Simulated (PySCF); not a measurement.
# C6H18Pd (-2): ligand-field states

Wanted: ligand-field states for C6H18Pd (-2) (`[CH3][Pd-2]([CH3])([CH3])([CH3])([CH3])[CH3]`).

Computed with PySCF 2.14.0 and routines of our own; the level stands in each step. Atoms count from 0.

### Step 1. The starting structure

25 atoms, charge -2, states of the metal's open shell are computed; geometry from: GFN2-xTB.

### Step 2. Ligand-field states: state-averaged CASSCF in dichloromethane

The job: settings as JSON, then the geometry in Å.

```
{"job": {"kind": "lf", "basis": {"metal": "x2c-TZVPall", "ligand": "x2c-SVPall"}, "nevpt": true, "tol": 5, "solvent": "dichloromethane"}, "charge": -2, "metal": "Pd", "open_shell": "d6"}
Pd     0.000000     0.000000     0.000000
C      2.199217     0.007256    -0.005475
H      2.609890     0.736796     0.711748
H      2.613721     0.271899    -0.991556
H      2.626877    -0.971907     0.264071
C     -2.199952    -0.013183     0.017454
H     -2.602085    -0.378573     0.976206
H     -2.616630    -0.668759    -0.764641
H     -2.634888     0.986113    -0.146067
C      0.011235     2.199531    -0.013151
H     -0.741838     2.609908    -0.705748
H      0.983694     2.607770    -0.332433
H     -0.203672     2.633242     0.976672
C     -0.009205    -2.200001     0.006305
H      0.256031    -2.628068    -0.973865
H     -0.995562    -2.612134     0.273046
H      0.708995    -2.613887     0.733088
C     -0.010823    -0.006535     2.197927
H      0.971850     0.244853     2.628131
H     -0.294067    -0.988319     2.610612
H     -0.728727     0.723262     2.606966
C      0.012101     0.012921    -2.200614
H      0.709567    -0.733961    -2.614645
H      0.323021     0.988606    -2.607856
H     -0.976262    -0.208371    -2.634702
```

With the program's defaults for keys left out, this is: state-averaged CASSCF of the metal d shell, SC-NEVPT2 on the averaged canonical orbitals, state-interaction spin-orbit coupling.

Launch:

```
$ OMP_NUM_THREADS=1 python lf_run.py task.json out
```

This one command runs all jobs of the session in turn.

Log:

```text
basis functions 237, electrons 102, active (6e, 5o)
stage 1: DIIS on the effective Fock matrix, level shift 0.30
cycle   1  E = -5267.4177697236  dE = -5.267e+03  max|g| = 3.026e+00
cycle   2  E = -5272.7027991968  dE = -5.285e+00  max|g| = 2.741e+00
cycle   3  E = -5274.0404538106  dE = -1.338e+00  max|g| = 2.251e+00
cycle   4  E = -5277.7308847144  dE = -3.690e+00  max|g| = 9.251e-01
cycle   5  E = -5279.1845112738  dE = -1.454e+00  max|g| = 2.337e-01
cycle   6  E = -5279.5880361578  dE = -4.035e-01  max|g| = 2.662e-01
cycle   7  E = -5279.7466796701  dE = -1.586e-01  max|g| = 1.313e-01
cycle   8  E = -5279.8106254828  dE = -6.395e-02  max|g| = 5.515e-02
cycle   9  E = -5279.8211426322  dE = -1.052e-02  max|g| = 3.209e-02
cycle  10  E = -5279.8276451913  dE = -6.503e-03  max|g| = 2.308e-02
cycle  11  E = -5279.8298104918  dE = -2.165e-03  max|g| = 8.408e-03
...
cycle  74  E = -5279.8428842745  dE = -1.560e-08  max|g| = 2.467e-05
cycle  75  E = -5279.8428842902  dE = -1.573e-08  max|g| = 1.935e-05
cycle  76  E = -5279.8428843036  dE = -1.341e-08  max|g| = 1.744e-05
cycle  77  E = -5279.8428843157  dE = -1.206e-08  max|g| = 2.194e-05
cycle  78  E = -5279.8428843314  dE = -1.577e-08  max|g| = 2.404e-05
cycle  79  E = -5279.8428843578  dE = -2.632e-08  max|g| = 3.368e-05
cycle  80  E = -5279.8428843999  dE = -4.211e-08  max|g| = 4.611e-05
cycle  81  E = -5279.8428844493  dE = -4.942e-08  max|g| = 4.714e-05
cycle  82  E = -5279.8428844819  dE = -3.264e-08  max|g| = 5.736e-05
cycle  83  E = -5279.8428844955  dE = -1.357e-08  max|g| = 2.775e-05
cycle  84  E = -5279.8428844999  dE = -4.428e-09  max|g| = 8.970e-06
converged average energy = -5279.8428844999

 mult deg   label        CASSCF/cm-1   NEVPT2/cm-1
   1   1   1A1g                0.0           0.0
   3   1   3T1g            45358.7       24648.8
   1   1   1T2g            57433.8       29008.2
   3   1   3T2g            51526.1       30769.5
   1   1   1T2g           130228.8       46746.1
   1   1   1T1g            67996.5       47487.9
   3   1   3T1g            25802.6       47704.5
   3   1   3T1g           124289.6       47825.9
   3   1   3T1g            30111.9       48297.3
   3   1   3T2g            27847.8       49458.1
   3   1   3T2g            33663.9       49964.8
   1   1   1T1g            29265.0       50424.3
   1   1   1T1g            33067.7       52696.8
   1   1   1T2g            34914.6       52711.9
   1   1   1T2g            40132.9       54743.7
   1   1   1T1g           131840.4       57037.2
   1   1   1T2g           145476.9       61181.8
   1   1   1T2g            69188.1       74740.5
   1   1   1T2g            69471.1       75674.2
   5   1   5T2g            53606.2       77022.1
   1   1   1T1g            72249.2       77899.2
   5   1   5T2g            54563.6       78275.8
   3   1   3T1g            60902.9       78429.4
   3   1   3T1g            65421.1       79873.4
   3   1   3T2g            67381.7       83218.0
   3   1   3Eg             61850.3       83231.9
   3   1   3T1g            71368.9       83503.9
   5   1   5T2g            63376.7       83781.7
   1   1   1Eg             72769.6       84089.2
   3   1   3T2g            71141.4       84337.9
   1   1   1T2g            81803.8       86275.2
   3   1   3T2g            82934.5       86628.8
   1   1   1T2g            86355.1       86946.2
   3   1   3T1g            80688.2       88317.4
   3   1   3T1g            83546.6       88470.4
   3   1   3T2g            73382.9       88613.6
   3   1   3T1g            76201.0       89897.7
   3   1   3T1g            72836.8       90091.7
   3   1   3T1g            81364.0       90481.9
   1   1   1T2g            78000.6       91307.7
   3   1   3T1g            86966.4       93678.7
   1   1   1Eg             83299.4       94013.5
   1   1   1T2g            88233.4       94713.1
   3   1   3T1g            80943.9       97249.9
   3   1   3Eg             80655.2       97584.2
   1   1   1T2g            88305.5       97999.1
   1   1   1T1g           136766.2       99918.6
   1   1   1T2g            88843.5      100692.7
   1   1   1Eg             82851.7      100882.0
   1   1   1T2g            85120.4      101532.3
   1   1   1Eg             93918.1      104523.7
   3   1   3T1g           133018.5      105293.2
   1   1   1T2g            97790.5      105978.0
   3   1   3T1g           132378.1      107231.3
   3   1   3T2g           131135.5      107428.2
   3   1   3A2g            92960.9      107440.2
   1   1   1T2g           137955.2      109637.1
   1   1   1T2g           137066.3      110367.1
   1   1   1T2g           101105.3      110467.9
   1   1   1Eg            103293.7      111333.3

spin-orbit levels / cm-1
      0.00  x1  1A1g 1.00
  24669.69  x1  3T1g 1.00
  24670.20  x1  3T1g 1.00
  24671.90  x1  3T1g 1.00
  29055.49  x1  1T2g 1.00
  30804.69  x1  3T2g 1.00
  30814.96  x1  3T2g 1.00
  30815.97  x1  3T2g 1.00
  46739.15  x1  1T2g 0.96 3T1g 0.03
  47489.98  x1  3T1g 0.84 3T2g 0.09 3T1g 0.04
  47491.37  x1  3T1g 0.84 3T2g 0.09 3T1g 0.04
  47522.32  x1  1T1g 1.00
  47651.68  x1  3T1g 0.96
  47880.38  x1  3T1g 0.98
  47883.90  x1  3T1g 0.98
  47907.45  x1  3T1g 0.92
  48107.73  x1  3T1g 0.83 3T2g 0.11 3T1g 0.03
  48108.51  x1  3T1g 0.83 3T2g 0.11 3T1g 0.03
  48278.23  x1  3T1g 0.95
  49169.19  x1  3T2g 0.78 1T1g 0.20
  49712.93  x1  3T2g 0.77 3T2g 0.10 3T1g 0.09
  49720.35  x1  3T2g 0.83 3T1g 0.10 3T2g 0.04
  49842.12  x1  3T2g 0.85 3T2g 0.08
  50274.19  x1  3T2g 0.85 3T1g 0.10 3T2g 0.05
  50275.00  x1  3T2g 0.85 3T1g 0.10 3T2g 0.05
  50836.66  x1  1T1g 0.77 3T2g 0.18 3T2g 0.04
  52838.69  x1  1T1g 0.77 1T2g 0.21
  52884.73  x1  1T2g 0.75 1T1g 0.20 3T2g 0.05
  54846.27  x1  1T2g 0.99
  57100.19  x1  1T1g 1.00
```

Run time: 2.5 min. Hardware: 1 thread of Arm Neoverse N1, shared host; peak memory 0.97 GiB.

Warnings kept with the result: an active orbital is not mainly the metal shell.

An active orbital is only 0 % metal, under the run's own bar for a metal shell, so levels, ζ, ground spin and magnetism of this run may not be those of the metal's shell and are not read here.

### Step 3. Ligand-field states: state-averaged CASSCF (soc bare) in dichloromethane

The job, as its differences from that of step 2:

```diff
@@ -1,2 +1,2 @@
-{"job": {"kind": "lf", "basis": {"metal": "x2c-TZVPall", "ligand": "x2c-SVPall"}, "nevpt": true, "tol": 5, "solvent": "dichloromethane"}, "charge": -2, "metal": "Pd", "open_shell": "d6"}
+{"job": {"kind": "lf", "basis": {"metal": "x2c-TZVPall", "ligand": "x2c-SVPall"}, "nevpt": true, "tol": 5, "solvent": "dichloromethane", "soc": "bare"}, "charge": -2, "metal": "Pd", "open_shell": "d6"}
 Pd     0.000000     0.000000     0.000000
```

Level: state-averaged CASSCF of the metal d shell, SC-NEVPT2 on the averaged canonical orbitals, state-interaction spin-orbit coupling.

Log:

```text
basis functions 237, electrons 102, active (6e, 5o)
stage 1: DIIS on the effective Fock matrix, level shift 0.30
cycle   1  E = -5267.4177697236  dE = -5.267e+03  max|g| = 3.026e+00
cycle   2  E = -5272.7027991968  dE = -5.285e+00  max|g| = 2.741e+00
cycle   3  E = -5274.0404538106  dE = -1.338e+00  max|g| = 2.251e+00
cycle   4  E = -5277.7308847144  dE = -3.690e+00  max|g| = 9.251e-01
cycle   5  E = -5279.1845112738  dE = -1.454e+00  max|g| = 2.337e-01
cycle   6  E = -5279.5880361578  dE = -4.035e-01  max|g| = 2.662e-01
cycle   7  E = -5279.7466796701  dE = -1.586e-01  max|g| = 1.313e-01
cycle   8  E = -5279.8106254828  dE = -6.395e-02  max|g| = 5.515e-02
cycle   9  E = -5279.8211426322  dE = -1.052e-02  max|g| = 3.209e-02
cycle  10  E = -5279.8276451913  dE = -6.503e-03  max|g| = 2.308e-02
cycle  11  E = -5279.8298104918  dE = -2.165e-03  max|g| = 8.408e-03
...
cycle  74  E = -5279.8428842745  dE = -1.560e-08  max|g| = 2.467e-05
cycle  75  E = -5279.8428842902  dE = -1.573e-08  max|g| = 1.935e-05
cycle  76  E = -5279.8428843036  dE = -1.341e-08  max|g| = 1.744e-05
cycle  77  E = -5279.8428843157  dE = -1.206e-08  max|g| = 2.194e-05
cycle  78  E = -5279.8428843314  dE = -1.577e-08  max|g| = 2.404e-05
cycle  79  E = -5279.8428843578  dE = -2.632e-08  max|g| = 3.368e-05
cycle  80  E = -5279.8428843999  dE = -4.211e-08  max|g| = 4.611e-05
cycle  81  E = -5279.8428844493  dE = -4.942e-08  max|g| = 4.714e-05
cycle  82  E = -5279.8428844819  dE = -3.264e-08  max|g| = 5.736e-05
cycle  83  E = -5279.8428844955  dE = -1.357e-08  max|g| = 2.775e-05
cycle  84  E = -5279.8428844999  dE = -4.428e-09  max|g| = 8.970e-06
converged average energy = -5279.8428844999

 mult deg   label        CASSCF/cm-1   NEVPT2/cm-1
   1   1   1A1g                0.0           0.0
   3   1   3T1g            45358.7       24648.8
   1   1   1T2g            57433.8       29008.2
   3   1   3T2g            51526.1       30769.5
   1   1   1T2g           130228.8       46746.1
   1   1   1T1g            67996.5       47487.9
   3   1   3T1g            25802.6       47704.5
   3   1   3T1g           124289.6       47825.9
   3   1   3T1g            30111.9       48297.3
   3   1   3T2g            27847.8       49458.1
   3   1   3T2g            33663.9       49964.8
   1   1   1T1g            29265.0       50424.3
   1   1   1T1g            33067.7       52696.8
   1   1   1T2g            34914.6       52711.9
   1   1   1T2g            40132.9       54743.7
   1   1   1T1g           131840.4       57037.2
   1   1   1T2g           145476.9       61181.8
   1   1   1T2g            69188.1       74740.5
   1   1   1T2g            69471.1       75674.2
   5   1   5T2g            53606.2       77022.1
   1   1   1T1g            72249.2       77899.2
   5   1   5T2g            54563.6       78275.8
   3   1   3T1g            60902.9       78429.4
   3   1   3T1g            65421.1       79873.4
   3   1   3T2g            67381.7       83218.0
   3   1   3Eg             61850.3       83231.9
   3   1   3T1g            71368.9       83503.9
   5   1   5T2g            63376.7       83781.7
   1   1   1Eg             72769.6       84089.2
   3   1   3T2g            71141.4       84337.9
   1   1   1T2g            81803.8       86275.2
   3   1   3T2g            82934.5       86628.8
   1   1   1T2g            86355.1       86946.2
   3   1   3T1g            80688.2       88317.4
   3   1   3T1g            83546.6       88470.4
   3   1   3T2g            73382.9       88613.6
   3   1   3T1g            76201.0       89897.7
   3   1   3T1g            72836.8       90091.7
   3   1   3T1g            81364.0       90481.9
   1   1   1T2g            78000.6       91307.7
   3   1   3T1g            86966.4       93678.7
   1   1   1Eg             83299.4       94013.5
   1   1   1T2g            88233.4       94713.1
   3   1   3T1g            80943.9       97249.9
   3   1   3Eg             80655.2       97584.2
   1   1   1T2g            88305.5       97999.1
   1   1   1T1g           136766.2       99918.6
   1   1   1T2g            88843.5      100692.7
   1   1   1Eg             82851.7      100882.0
   1   1   1T2g            85120.4      101532.3
   1   1   1Eg             93918.1      104523.7
   3   1   3T1g           133018.5      105293.2
   1   1   1T2g            97790.5      105978.0
   3   1   3T1g           132378.1      107231.3
   3   1   3T2g           131135.5      107428.2
   3   1   3A2g            92960.9      107440.2
   1   1   1T2g           137955.2      109637.1
   1   1   1T2g           137066.3      110367.1
   1   1   1T2g           101105.3      110467.9
   1   1   1Eg            103293.7      111333.3

spin-orbit levels / cm-1
      0.00  x1  1A1g 1.00
  24688.05  x1  3T1g 0.99
  24689.04  x1  3T1g 1.00
  24692.26  x1  3T1g 1.00
  29098.12  x1  1T2g 1.00
  30836.11  x1  3T2g 1.00
  30856.00  x1  3T2g 1.00
  30857.88  x1  3T2g 1.00
  46734.27  x1  1T2g 0.92 3T1g 0.06
  47334.03  x1  3T1g 0.78 3T2g 0.13 3T1g 0.06
  47335.56  x1  3T1g 0.78 3T2g 0.14 3T1g 0.06
  47552.39  x1  1T1g 0.98
  47603.57  x1  3T1g 0.93
  47927.44  x1  3T1g 0.78 3T1g 0.17 3T2g 0.04
  47931.83  x1  3T1g 0.94
  47949.91  x1  3T1g 0.62 3T1g 0.17 3T2g 0.13
  47959.59  x1  3T1g 0.58 3T1g 0.20 3T2g 0.12
  47976.43  x1  3T1g 0.72 3T1g 0.19 3T2g 0.03
  48268.83  x1  3T1g 0.85 3T1g 0.06 1T2g 0.04
  48986.27  x1  3T2g 0.71 1T1g 0.26
  49724.85  x1  3T2g 0.82 3T2g 0.07 1T2g 0.06
  49942.16  x1  3T2g 0.75 3T1g 0.15 3T2g 0.05
  49957.83  x1  3T2g 0.72 3T1g 0.14 3T2g 0.09
  50509.96  x1  3T2g 0.78 3T1g 0.14 3T2g 0.07
  50511.79  x1  3T2g 0.78 3T1g 0.14 3T2g 0.07
  51113.69  x1  1T1g 0.71 3T2g 0.24 3T2g 0.04
  52964.06  x1  1T1g 0.70 1T2g 0.26 3T1g 0.03
  53039.67  x1  1T2g 0.66 1T1g 0.25 3T2g 0.08
  54941.20  x1  1T2g 0.98
  57156.69  x1  1T1g 1.00
```

It took 2.3 min on 1 thread of Arm Neoverse N1, shared host; peak memory 0.99 GiB.

Warnings kept with the result: an active orbital is not mainly the metal shell.

An active orbital is only 0 % metal, under the run's own bar for a metal shell, so levels, ζ, ground spin and magnetism of this run may not be those of the metal's shell and are not read here.

### Step 4. Summary of results

| quantity | value |
| --- | --- |
| ligand-field states | no level gives a usable value |

What this shows: Steps 2, 3 are set aside: its active space failed the test for the metal's shell. The bare spin-orbit operator lacks the screening by other electrons, so its ζ comes out too large. The geometry comes from tight binding, which is rough for metal atoms, and these values hang on it.
